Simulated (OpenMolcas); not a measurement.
**TiOF2 (SMILES [O]=[Ti]([F])[F]): HF/ANO-RCC-VDZ (DKH2)**

What is the energy change on altering one bond length of TiOF2 at HF/ANO-RCC-VDZ (DKH2)? 

The results are computed with OpenMolcas 26.06.

## (1) The molecule

The species is TiOF2 (4 atoms), meant as a singlet with charge 0. SMILES: `[O]=[Ti]([F])[F]`. The shape comes from GFN2-xTB, which is rough for such elements, and wasn't checked as a minimum.

Bond lengths: O1–Ti2 1.596 Å, Ti2–F3 1.722 Å, Ti2–F4 1.721 Å. Angles: O1–Ti2–F3 111.7°, O1–Ti2–F4 111.8°, F3–Ti2–F4 113.6°.

## (2) Energy and gradient at HF/ANO-RCC-VDZ (DKH2)

Contents of job.inp:

```
* F2OTi Hartree-Fock
>>> EXPORT MOLCAS_PRINT=2

&GATEWAY
  COORD
  4
  angstrom
  O        0.126060       0.507440       1.465250
  Ti      -0.303530      -0.166110       0.083020
  F        0.833410      -1.354510      -0.428040
  F       -0.655940       1.013190      -1.120230
  BASIS
  ANO-RCC-VDZ
  GROUP
  NoSym

&SEWARD
  RELATIVISTIC
  R02O02
  EXPERT

&SCF
  PRORBITALS
  1 1

&ALASKA
```

Launch:

```sh
$ export MOLCAS_MEM=1860
$ pymolcas job.inp > job.log
```

What it wrote:

```text
--- Start Module: gateway ---
[...]
--- Stop Module: gateway /rc=_RC_ALL_IS_WELL_ ---
[...]
 ###    WARNING:  EXPERT option is ON!                                       ###
 ###############################################################################
               SEWARD will generate:
[...]
      Basis functions           54
[...]
--- Start Module: scf ---
[...]
       Convergence after  15 Iterations
[...]
::    Total SCF energy                              -1126.8784268191
[...]
      Total spin, S                                     0.0000000000
[...]
      Total electronic charge=   48.000000
      Total            charge=   -0.000000
[...]
      Dipole Moment (debye):
      Origin of the operator (angstrom)=   -0.0899   -0.0621   -0.0196
                   X= -4.3066E+00               Y= -2.7813E+00               Z= -2.8217E-01           Total=  5.1344E+00
      Quadrupole Moment (debye*angstrom):
[...]
--- Stop Module: scf /rc=_RC_ALL_IS_WELL_ ---
[...]
--- Start Module: alaska ---
[...]
 *              Molecular gradients               *
 **************************************************
  Irreducible representation: a
 ------------------------------------------------------------------------------------------
                              X                       Y                       Z
 ------------------------------------------------------------------------------------------
  O1                4.61472070286728E-03    1.28430414704361E-03   -5.27402752769746E-03
  TI2               1.32980730995289E-02   -7.36169530721220E-03   -5.67362664996760E-02
  F3               -3.60340092196019E-02    4.62563104225229E-02    1.82015613103763E-02
  F4                1.81212154172288E-02   -4.01789192622992E-02    4.38087327169452E-02
 ------------------------------------------------------------------------------------------
--- Stop Module: alaska /rc=_RC_ALL_IS_WELL_ ---
[...]
```

It took 21 s on 1 thread of Arm Neoverse V1, shared host; peak memory 0.41 GiB.

## (3) The distorted shape

Contents of job.inp:

```
* F2OTi Hartree-Fock
>>> EXPORT MOLCAS_PRINT=2

&GATEWAY
 Coord
 4
 angstrom
 O        0.478464      -0.671840       2.668480
 Ti       0.048874      -1.345390       1.286250
 F        1.185814      -2.533790       0.775190
 F       -0.655940       1.013190      -1.120230
 Basis=ANO-RCC-VDZ
 Group=NoSym

&SEWARD
 Relativistic=R02O02
 Expert

&SCF
 PrOrbitals=1 1

&ALASKA
```

Launch:

```sh
$ export MOLCAS_MEM=1860
$ pymolcas job.inp > job.log
```

What it wrote:

```text
--- Start Module: gateway ---
[...]
--- Stop Module: gateway /rc=_RC_ALL_IS_WELL_ ---
[...]
 ###    WARNING:  EXPERT option is ON!                                       ###
 ###############################################################################
               SEWARD will generate:
[...]
      Basis functions           54
[...]
--- Start Module: scf ---
[...]
       Convergence after  19 Iterations
[...]
::    Total SCF energy                              -1126.6923435092
[...]
      Total spin, S                                     0.0000000000
[...]
      Total electronic charge=   48.000000
      Total            charge=   -0.000000
[...]
      Dipole Moment (debye):
      Origin of the operator (angstrom)=    0.1968   -1.0216    0.9594
                   X= -1.8831E+00               Y= -8.7120E+00               Z=  6.8976E+00           Total=  1.1270E+01
      Quadrupole Moment (debye*angstrom):
[...]
--- Stop Module: scf /rc=_RC_ALL_IS_WELL_ ---
[...]
--- Start Module: alaska ---
[...]
 *              Molecular gradients               *
 **************************************************
  Irreducible representation: a
 ------------------------------------------------------------------------------------------
                              X                       Y                       Z
 ------------------------------------------------------------------------------------------
  O1                1.31655851231480E-02    2.18206695324010E-02    3.21904777116870E-02
  TI2               1.49182551348339E-02   -8.18211560787044E-02   -9.70895435901831E-03
  F3               -2.17057311955458E-02    2.85250176054532E-02    8.12573991771171E-03
  F4               -6.37810906237890E-03    3.14754689408181E-02   -3.06072632703538E-02
 ------------------------------------------------------------------------------------------
--- Stop Module: alaska /rc=_RC_ALL_IS_WELL_ ---
[...]
```

Run time: 17 s. Hardware: 1 thread of Arm Neoverse V1, shared host; peak memory 0.41 GiB.

## (4) Results

Level: HF/ANO-RCC-VDZ (DKH2).

| quantity | value |
| --- | --- |
| first shape: total energy | -1126.87843 Eh |
| first shape: dipole moment | 5.13 D |
| first shape: HOMO energy | -14.28 eV |
| first shape: LUMO energy | -1.17 eV |
| first shape: HOMO–LUMO gap | 13.11 eV |
| first shape: largest force on an atom | 3.196 eV/Å |
| distorted shape: total energy | -1126.69234 Eh |
| distorted shape: dipole moment | 11.27 D |
| distorted shape: HOMO energy | -10.66 eV |
| distorted shape: LUMO energy | -3.33 eV |
| distorted shape: HOMO–LUMO gap | 7.33 eV |
| distorted shape: largest force on an atom | 4.306 eV/Å |
| energy change with the Ti2–F4 bond stretched from 1.721 to 3.443 Å | 5.064 eV |

In words: One bond (distorted shape) is far stretched, which a spin-restricted single reference describes badly; a broken-symmetry solution may lie lower. With the Ti2–F4 bond stretched from 1.721 to 3.443 Å the energy rises by 5.06 eV (117 kcal/mol). The first shape isn't relaxed at this level, so the change isn't measured from a minimum. A restricted reference can't describe the breaking bond well at this length. The largest force (first shape) is 3.20 eV/Å: the shape isn't a stationary point for this species at this level.
